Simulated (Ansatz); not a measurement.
# KRb2: the cost of one run

Program: Ansatz 0.2.0. Level of theory: the levels named in each step. These are calculated values, not measurements.

## Step 1: Starting point

No two atoms stand within bonding distance.

Structure file:

```xyz
3

K    -0.2802    0.1929    4.3807
Rb    1.5506   -2.2659   -0.8091
Rb   -1.4224    2.1776   -1.1949
```

## Step 2: A rough first relaxation, PBE-D4/def2-SVP

The input, input.yaml:

```yaml
crystal:
  periodic: [false, false, false]
  atoms:
    - { symbol: K, position_ang: [-0.28024, 0.19286, 4.38069] }
    - { symbol: Rb, position_ang: [1.55063, -2.26587, -0.80909] }
    - { symbol: Rb, position_ang: [-1.42243, 2.17764, -1.19491] }
magnetization:
  spin_polarized: true
  initial_magnetization: 3
basis:
  gaussian: { orbitals: def2-SVP }
hamiltonian:
  xc: pbe
  dispersion: d4
relax:
  f_tol: 0.03
  max_steps: 200
```

Command:

```console
$ ansatz run input.yaml --threads 2 --pin off --max-ram 5120MiB --backend cpu --events-out ev --progress --plain --runs-dir out
```

**Question.** How long does this run take on 2 threads of AMD EPYC (Zen 3), shared host, and how much memory does it need?

About 78 s, with a peak of 0.24 GiB.
